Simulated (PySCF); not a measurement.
# H3S3Tm (Tm(SH)3): the cost of one run

The runs use PySCF 2.14.0; several levels, as the steps say, no spin–orbit coupling.

1 further run of the same task is left out (for a known fault of the program).

**1. Where the work starts**

7 atoms, charge 0, spin multiplicity 1.

Bond lengths: Tm1–S2 2.543 Å, Tm1–S4 2.543 Å, Tm1–S6 2.543 Å, S2–H3 1.355 Å, S4–H5 1.355 Å, S6–H7 1.355 Å. Angles: S2–Tm1–S4 120.0°, S2–Tm1–S6 120.0°, S4–Tm1–S6 120.0°, Tm1–S2–H3 93.8°, Tm1–S4–H5 93.8°, Tm1–S6–H7 93.8°.

As a file:

```mol
H3S3Tm
  3D, bonds by distance, orders not assigned

  7  6  0  0  0  0  0  0  0  0999 V2000
    0.0000    0.0000    0.8554 Tm  0  0
    2.5065   -0.4276    0.8783 S   0  0
    2.8213    0.8897    0.9311 H   0  0
   -0.8830    2.3845    0.8783 S   0  0
   -2.1812    1.9984    0.9311 H   0  0
   -1.6236   -1.9569    0.8783 S   0  0
   -0.6401   -2.8882    0.9311 H   0  0
  1  2  8  0
  1  4  8  0
  1  6  8  0
  2  3  8  0
  4  5  8  0
  6  7  8  0
M  END
```

Formal oxidation states: Tm +3. Each metal's 12 4f electrons lie in its core potential, so multiplicities, spins and levels count the valence alone. An earlier session relaxed this geometry at PBE0, Tm lcecp-1-SVP with ECP58, S def2-SVP, H def2-SVP (singlet, point group C3).

At PBE0 on the finer grid: E = -1234.562233 Eh, HOMO -7.51 eV, LUMO -2.42 eV, Mulliken charge on Tm1 +0.81 e, largest force component 0.007 eV/Å. 

Levels to run: BLYP; CAM-B3LYP; PBE0, TZVP. Hardware: 2 threads of Intel Xeon Platinum 8488C (Sapphire Rapids), shared host.

**2. BLYP**

run.py (the lines that set the calculation) reads:

```python
mol = gto.M(atom='''
Tm     0.00000     0.00000     0.85543
S      2.50654    -0.42758     0.87827
H      2.82128     0.88974     0.93111
S     -0.88298     2.38451     0.87827
H     -2.18117     1.99843     0.93111
S     -1.62356    -1.95694     0.87827
H     -0.64011    -2.88817     0.93111''',
    basis={'Tm': 'lcecp-1-SVP', 'S': 'def2-SVP', 'H': 'def2-SVP'},
    ecp={'Tm': 'lcecp-1-SVP'},
    charge=0, spin=0)
mf = dft.RKS(mol, xc='BLYP')
mf.grids.atom_grid = (75, 302)  # f atoms: unpruned, at least (60, 302)
mf = mf.density_fit()  # fitting sets: Tm AutoAux, S def2-universal-JKFIT, H def2-universal-JKFIT
mf.conv_tol = 1e-08; mf.max_cycle = 55
mf.kernel(dm0)  # dm0: the density of the relaxed state
```

The run is started by

```
> OMP_NUM_THREADS=2 python run.py
```

**Question.** How long does this run take on 2 threads of Intel Xeon Platinum 8488C (Sapphire Rapids), shared host?

About 6.5 s.
